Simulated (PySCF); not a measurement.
# A workflow on CH6ClNSi (SMILES C[SiH](N)Cl)

We compute an energy scan (CCSD(T)/STO-3G), then the energy along one coordinate (MP2/ANO-pVDZ) of CH6ClNSi. The job is set up through a Python script.

The results are computed with PySCF 2.14.0.

## (1) The structure to begin with

The species is CH6ClNSi (10 atoms), meant as a singlet with charge 0. SMILES: `C[SiH](N)Cl`. The shape is that of a PBE0-D4/def2-TZVP optimisation. This is one conformer, not always the lowest.

Bond lengths: C1–Si2 1.853 Å, Si2–N3 1.706 Å, Si2–Cl4 2.081 Å, C1–H5 1.092 Å, C1–H6 1.092 Å, C1–H7 1.093 Å, Si2–H8 1.480 Å, N3–H9 1.008 Å, N3–H10 1.008 Å. Some angles: C1–Si2–N3 110.0°, C1–Si2–Cl4 106.9°, N3–Si2–Cl4 113.8°, C1–Si2–H8 113.9°, N3–Si2–H8 107.4°, Cl4–Si2–H8 105.0°, Si2–C1–H5 110.6°, Si2–C1–H6 110.4°, Si2–C1–H7 110.6°, Si2–N3–H9 120.0°.

## (2) The energy along one coordinate at CCSD(T)/STO-3G (sfX2C) (run 1)

calc.py

```python
# C[SiH](N)Cl
import numpy
from pyscf import gto, scf, cc
from scipy.spatial.transform import Rotation

mol = gto.Mole()
mol.atom = '''
C     -0.924300     0.960300    -0.429600
Si    -0.055600    -0.637600    -0.073400
N      1.200800    -0.379200     1.050800
Cl     0.594900    -1.392500    -1.900800
H     -1.720000     0.809500    -1.161600
H     -1.359500     1.369700     0.485000
H     -0.226900     1.694300    -0.841400
H     -0.936500    -1.689500     0.482600
H      1.847500     0.382600     0.917600
H      1.662700    -1.168700     1.473800
'''
mol.spin = 0
mol.cart = True
mol.basis = 'sto-3g'
mol.verbose = 3
mol.max_memory = 1860
mol.build()

x0 = mol.atom_coords(unit='angstrom')
axis = x0[0] - x0[1]
r0 = 55.06  # dihedral 4-2-1-5 of the start, degrees
axis /= numpy.linalg.norm(axis)

scan, good = [], []
for r in [0, 30, 60, 90, 120, 150, 180, 210, 240, 270, 300, 330]:
    xyz = x0.copy()
    xyz[[0, 4, 5, 6]] = Rotation.from_rotvec(axis * numpy.radians(r - r0)).apply(x0[[0, 4, 5, 6]] - x0[0]) + x0[0]
    mol.set_geom_(xyz, unit='angstrom')
    hf = scf.RHF(mol)
    hf = hf.x2c()
    hf.kernel()
    mycc = cc.CCSD(hf, frozen=12)
    mycc.kernel()
    e_t = mycc.ccsd_t()
    e_tot = mycc.e_tot + e_t
    scan.append((r, e_tot))
    good.append(hf.converged and mycc.converged)
    print('dihedral = %.1f deg   E = %.8f Eh   converged: %s' % (r, e_tot, good[-1]))

e0 = min(e for r, e in scan)
print('angle   E - Emin (kcal/mol)')
for r, e in scan:
    print('%6.3f %10.3f' % (r, (e - e0) * 627.5095))
```

Started as:

```console
$ OMP_NUM_THREADS=1 python calc.py
```

What it wrote:

```text
converged SCF energy = -836.492608181141
E(CCSD) = -836.6712130688817  E_corr = -0.1786048877406647
CCSD(T) correction = -0.00185445354761475
dihedral = 0.0 deg   E = -836.67306752 Eh   converged: True
converged SCF energy = -836.493591491275
E(CCSD) = -836.6721337164112  E_corr = -0.1785422251363335
CCSD(T) correction = -0.001851497835549
dihedral = 30.0 deg   E = -836.67398521 Eh   converged: True
converged SCF energy = -836.494216494584
E(CCSD) = -836.6726566077705  E_corr = -0.1784401131862983
CCSD(T) correction = -0.00184297003412029
dihedral = 60.0 deg   E = -836.67449958 Eh   converged: True
converged SCF energy = -836.493252040724
E(CCSD) = -836.6717518881396  E_corr = -0.1784998474152642
CCSD(T) correction = -0.0018455471362641
dihedral = 90.0 deg   E = -836.67359744 Eh   converged: True
converged SCF energy = -836.492618558412
E(CCSD) = -836.6712212504168  E_corr = -0.1786026920048409
CCSD(T) correction = -0.0018541767287554
dihedral = 120.0 deg   E = -836.67307543 Eh   converged: True
converged SCF energy = -836.493578288255
E(CCSD) = -836.6721202515002  E_corr = -0.178541963245154
CCSD(T) correction = -0.00185117180498846
dihedral = 150.0 deg   E = -836.67397142 Eh   converged: True
converged SCF energy = -836.49419135357
E(CCSD) = -836.6726332164505  E_corr = -0.1784418628804021
CCSD(T) correction = -0.00184280263970151
dihedral = 180.0 deg   E = -836.67447602 Eh   converged: True
converged SCF energy = -836.493233574581
E(CCSD) = -836.6717353661894  E_corr = -0.1785017916086108
CCSD(T) correction = -0.00184553149242139
dihedral = 210.0 deg   E = -836.67358090 Eh   converged: True
converged SCF energy = -836.492618652529
E(CCSD) = -836.6712226676325  E_corr = -0.1786040151039121
CCSD(T) correction = -0.0018543042331645
dihedral = 240.0 deg   E = -836.67307697 Eh   converged: True
converged SCF energy = -836.49358560856
E(CCSD) = -836.6721285744148  E_corr = -0.1785429658553372
CCSD(T) correction = -0.00185134891256335
dihedral = 270.0 deg   E = -836.67397992 Eh   converged: True
converged SCF energy = -836.49419230855
E(CCSD) = -836.6726345810695  E_corr = -0.178442272519079
CCSD(T) correction = -0.0018428868177861
dihedral = 300.0 deg   E = -836.67447747 Eh   converged: True
converged SCF energy = -836.493224038258
E(CCSD) = -836.6717264535075  E_corr = -0.1785024152491308
CCSD(T) correction = -0.0018455932344542
dihedral = 330.0 deg   E = -836.67357205 Eh   converged: True
angle   E - Emin (kcal/mol)
 0.000      0.899
30.000      0.323
60.000      0.000
90.000      0.566
120.000      0.894
150.000      0.331
180.000      0.015
210.000      0.576
240.000      0.893
270.000      0.326
300.000      0.014
330.000      0.582
```

Run time: 5.4 s. Hardware: 1 thread of Arm Neoverse V2, shared host; peak memory 0.11 GiB.

The scan, from its lowest point:

```
Cl4–Si2–C1–H5 (°)  energy (kJ/mol)
            0.000              3.8
           30.000              1.4
           60.000              0.0
           90.000              2.4
          120.000              3.7
          150.000              1.4
          180.000              0.1
          210.000              2.4
          240.000              3.7
          270.000              1.4
          300.000              0.1
          330.000              2.4
```

## (3) An energy scan at MP2/ANO-pVDZ (run 2)

job.py

```python
import numpy
from pyscf import gto, scf, mp
from scipy.spatial.transform import Rotation

mol = gto.Mole()
mol.atom = [
    ('C', (-0.924300, 0.960300, -0.429600)),
    ('Si', (-0.055600, -0.637600, -0.073400)),
    ('N', (1.200800, -0.379200, 1.050800)),
    ('Cl', (0.594900, -1.392500, -1.900800)),
    ('H', (-1.720000, 0.809500, -1.161600)),
    ('H', (-1.359500, 1.369700, 0.485000)),
    ('H', (-0.226900, 1.694300, -0.841400)),
    ('H', (-0.936500, -1.689500, 0.482600)),
    ('H', (1.847500, 0.382600, 0.917600)),
    ('H', (1.662700, -1.168700, 1.473800)),
]
mol.charge = 0
mol.basis = 'ano-pvdz'
mol.verbose = 3
mol.max_memory = 1860
mol.spin = 0
mol.build()

x0 = mol.atom_coords(unit='angstrom')
axis = x0[0] - x0[1]
r0 = 55.06  # dihedral 4-2-1-5 of the start, degrees
axis /= numpy.linalg.norm(axis)

scan, good = [], []
for r in [0, 30, 60, 90, 120, 150, 180]:
    xyz = x0.copy()
    xyz[[0, 4, 5, 6]] = Rotation.from_rotvec(axis * numpy.radians(r - r0)).apply(x0[[0, 4, 5, 6]] - x0[0]) + x0[0]
    mol.set_geom_(xyz, unit='angstrom')
    myscf = scf.RHF(mol)
    myscf.kernel()
    pt = mp.MP2(myscf, frozen=12).run()
    etot = pt.e_tot
    scan.append((r, etot))
    good.append(myscf.converged)
    print('dihedral = %.1f deg   E = %.8f Eh   converged: %s' % (r, etot, good[-1]))

e0 = min(e for r, e in scan)
print('angle   E - Emin (kcal/mol)')
for r, e in scan:
    print('%6.3f %10.3f' % (r, (e - e0) * 627.5095))
```

Started as:

```console
$ OMP_NUM_THREADS=1 python job.py
```

What it wrote:

```text
converged SCF energy = -844.409576290534
E(RMP2) = -844.990934514088  E_corr = -0.581358223553367
E(SCS-RMP2) = -844.983678291164  E_corr = -0.5741020006293
dihedral = 0.0 deg   E = -844.99093451 Eh   converged: True
```

It took 5.8 min on 1 thread of Arm Neoverse V2, shared host.

Time ran out before the run finished.

## (4) Summary of results

| quantity | value |
| --- | --- |
| run 2, MP2/ANO-pVDZ | no result (timeout) |

1 of the 2 runs did not end normally.
